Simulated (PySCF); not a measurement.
# C2H7GeNS: the cost of one run

Programs: PySCF 2.14.0, with density-fitted response routines of our own. Each step states its level of theory. These are calculated values for one molecule in the gas phase, unless marked as measured. Atoms count from 0, in the outputs and in this text.

## 1. Starting geometry

12 atoms, charge 0, multiplicity 1; geometry from: GFN2-xTB. The atoms were then displaced at random by about 0.01 Å, so the start is not that level's minimum.

Bonds of the start (Å): C0–C1 1.46, C1–S2 1.63, C1–Ge3 2.01, Ge3–N4 1.80, C0–H5 1.08, C0–H6 1.11, C0–H7 1.10, Ge3–H8 1.51, Ge3–H9 1.49, N4–H10 1.00, N4–H11 1.02.

## 2. Optimising the geometry at PBE0-D3(BJ)/def2-SVP

Job settings and geometry (Å):

```
{"job": {"xc": "PBE0", "basis": "def2-SVP", "d3": "d3bj", "grid": 1, "shake": 0.01, "kind": "geom"}, "charge": 0, "multiplicity": 1}
C     -1.589980     0.332970     0.804930
C     -0.932300    -0.650700    -0.047770
S     -1.770000    -1.686970    -0.992940
Ge     1.078670    -0.698880    -0.025420
N      1.579000     0.991710    -0.393500
H     -1.396480     0.149960     1.847400
H     -1.188900     1.345370     0.590840
H     -2.672230     0.364850     0.640000
H      1.589550    -0.971040     1.372110
H      1.498100    -1.773700    -0.974060
H      1.269100     1.380470    -1.258890
H      2.575150     1.187690    -0.277580
```

The run is started by

```sh
OMP_NUM_THREADS=1 python probes_run.py task.json out
```

This one command runs all jobs of the session in turn.

Q: Estimate the wall time and peak memory of this first job on 1 thread of Arm Neoverse N1, shared host.

About 3.4 min, with a peak of 0.53 GiB.
